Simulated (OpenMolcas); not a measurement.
# Os⁶⁺ among point charges: CASSCF and CASPT2 levels and susceptibility

Aim: the splitting of the states of Os⁶⁺ in the field of 5 point charges, its lowest levels with spin-orbit coupling and its magnetic susceptibility.

Method: state-averaged CASSCF and CASPT2, spin-orbit coupling by RASSI with atomic mean-field integrals. Code: OpenMolcas 26.06.

## 1. The atom as given

- Species: Os⁶⁺ (osmium, Z = 76, 70 electrons)
- Basis: ANO-RCC-VTZP [8s7p5d3f2g1h], 104 functions
- Scalar Hamiltonian: DKH2, point nucleus
- Inactive shells: 1s 2s 2p 3s 3p 3d 4s 4p 4d 4f 5s 5p
- Active space: 2 electrons in 5 orbitals (5d)
- Some configurations of this space: 5d2
- Orbitals: optimised for each spin and parity, averaged over all roots

The outer shells:

5d2
```
5d [↑ ][↑ ][  ][  ][  ]
```

The ion sits among 5 point charges of -2 e arranged as a trigonal bipyramid (D3h), 2.04 Å from the ion, with the axial distance 2.305 Å.

Each step is its own input file, run in one work folder so that later steps find the files of earlier ones. Labels, J, g values, rates, χT and fits are worked out afterwards by a script from the matrices that RASSI stores.

## 2. GATEWAY and SEWARD: basis and integrals

File a.inp:

```
&GATEWAY
Coord
1

Os 0.0 0.0 0.0
Basis=ANO-RCC-VTZP
Group=NoSym
NoMove
AngMom=0.0 0.0 0.0
AMFI
XField
5 Angstrom 0
2.040000 0.000000 0.000000 -2.000000
-1.020000 1.766692 0.000000 -2.000000
-1.020000 -1.766692 0.000000 -2.000000
0.000000 0.000000 2.305200 -2.000000
0.000000 0.000000 -2.305200 -2.000000
&SEWARD
```

Command:

```bash
> OMP_NUM_THREADS=1 MOLCAS_MEM=1689 MOLCAS_PROJECT=a pymolcas a.inp > a.log
```

## 3. Reference wave functions, triplets, 10 roots

File a.inp:

```
&RASSCF
FileOrb=start.orb
Symmetry=1
Spin=3
nActEl=2 0 0
Inactive=34
Ras2=5
CIRoot=10 10 1
SDav=10
CIMx=300
Iter=120 100
PrWF=0.3
OrbListing=Nothing
MaxOrb=0
>>> COPY $Project.JobIph JOB001
```

start.orb holds the contracted functions of the basis, ordered by shell, or the orbitals of the step before.

## 4. Reference wave functions, singlets, 15 roots

File a.inp:

```
&RASSCF
FileOrb=start.orb
Symmetry=1
Spin=1
nActEl=2 0 0
Inactive=34
Ras2=5
CIRoot=15 15 1
SDav=15
CIMx=300
Iter=120 100
PrWF=0.3
OrbListing=Nothing
MaxOrb=0
>>> COPY $Project.JobIph JOB002
```

## 5. RASSI: spin-orbit coupling between the states

File a.inp:

```
&RASSI
NrOfJobIphs=2 10 15
1 2 3 4 5 6 7 8 9 10
1 2 3 4 5 6 7 8 9 10 11 12 13 14 15
IphNames
JOB001
JOB002
EJob
SpinOrbit
DIPRint=1.0
SOCoupling=1000.0
Subsets=2
Property=9
'ANGMOM' 1 'ANGMOM' 2 'ANGMOM' 3 'MLTPL  1' 1 'MLTPL  1' 2 'MLTPL  1' 3
'AMFI' 1 'AMFI' 2 'AMFI' 3
SOProperty=3
'ANGMOM' 1 'ANGMOM' 2 'ANGMOM' 3
```

## 6. CASPT2: IPEA 0.25, imaginary shift 0.1 (closed shells correlated: 4f 5s 5p)

File a.inp:

```
>>> COPY JOB001 $Project.JobIph
&CASPT2
Multistate=10 1 2 3 4 5 6 7 8 9 10
NoMult
Frozen=23
IPEA=0.25
Imaginary=0.1
MaxIter=60
WThr=0.0 0.3 0.05
PrWF=0.5
NoMix
>>> COPY JOB002 $Project.JobIph
&CASPT2
Multistate=15 1 2 3 4 5 6 7 8 9 10 11 12 13 14 15
NoMult
Frozen=23
IPEA=0.25
Imaginary=0.1
MaxIter=60
WThr=0.0 0.3 0.05
PrWF=0.5
NoMix
```

(Steps that only read results are left out.)

What does the calculation give? Wanted: spin-free ground state; first state of the same spin within the active space; lowest level; next level.

The runs gave:

```
                                            quantity                                                                           value
                                              method  SS-CASPT2, IPEA 0.25, imaginary shift 0.1 (closed shells correlated: 4f 5s 5p)
                              spin-free ground state                                                 3A2, 1-fold in its orbital part
first state of the same spin within the active space                                                            triplet at 1760 cm⁻¹
                                        lowest level                                                                       1-fold A1
                                          next level                                                                      883.3 cm⁻¹
                                         χT at 300 K                                                                  0.11 cm³ K/mol
                           effective moment at 300 K                                                                         0.94 μB
```

Cost by method:

| method | time of its own steps | time with the reference |
| --- | --- | --- |
| A. CASSCF | 13 s | 13 s |
| B. SS-CASPT2, IPEA 0.25, imaginary shift 0.1, +4f 5s 5p | 32 s | 44 s |

Times are of one thread on a shared host.

In words: The spin-free ground state (3A2) comes to 98 % from free-ion F terms and keeps the highest spin of the shell. χT at 300 K is 0.11, against 1.00 cm³ K/mol for the spin alone, so spin-orbit coupling lowers it. CASPT2 does not keep the components of a term degenerate, and the means are used. The field of point charges can differ much from that of real complexes. Point charges carry no covalency, so the field is a model and not that of real ligands.
